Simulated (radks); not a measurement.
**Al in [He] 2s2 2p4 3s2 3p1 4s2: an all-electron calculation**

An exercise on one series of results from a longer session: the logs are not shown, and one member is left open.

The numbers are computed with radks (a radial shooting solver on a logarithmic mesh, Libxc functionals) version 1 (scalar-relativistic Kohn-Sham, B86b exchange with PBE correlation, spin-polarised, spherical densities, finite nucleus; open shells are filled with parallel spins first), except any that are marked as measured or tabulated.

## The system

| Quantity | Value |
| --- | --- |
| element | aluminium (Z = 13) |
| charge | 0 |
| electrons | 13 |
| configuration | [He] 2s2 2p4 3s2 3p1 4s2 |
| nuclear rms radius | 3.061 fm |

The outer shells:

Al
```
[He] core
2s [↑↓]
2p [↑↓][↑ ][↑ ]
3s [↑↓]
3p [↑ ][  ][  ]
4s [↑↓]
```

The first run:

Settings of this run:

```text
Z 13
configuration [He] 2s2 2p4 3s2 3p1 4s2
relativity scalar-relativistic
functional b86_mgc,pbe
spin polarised
nucleus finite rms 3.061 fm
c 137.035999084
```

The run is started by

```
$ python run_ks.py task.json out
```

This one command runs every case of the session in turn.

One of the session's tables, all rows but one given; the rest of the session is left out.

It belongs to the step «Shells». Sizes of the orbitals, from the radial functions (bohr):

```
  level     <r>  outermost maximum (interpolated)  90 % within  nodes
  1s up  0.1202                            0.0784        0.215      0
1s down  0.1199                            0.0783        0.214      0
  2s up  0.5880                             0.480        0.919      1
2s down  0.5947                             0.483        0.931      1
  2p up  0.5430                             0.405        0.900      0
2p down  0.5528                             0.409        0.919      0
  3s up   1.892                              1.65         2.81      2
3s down   1.928                              1.67         2.87      2
  3p up   2.103                              1.78         3.20      1
3p down   2.180                              1.82         3.35      1
  4s up   5.410                              4.83         7.85      3
4s down       ?                                 ?            ?      ?
```

Q: Estimate the row for 4s down from the others.

As computed: <r>: 5.587; outermost maximum (interpolated): 5.00; 90 % within: 8.06; nodes: 3. In the column «<r>» it is the highest.
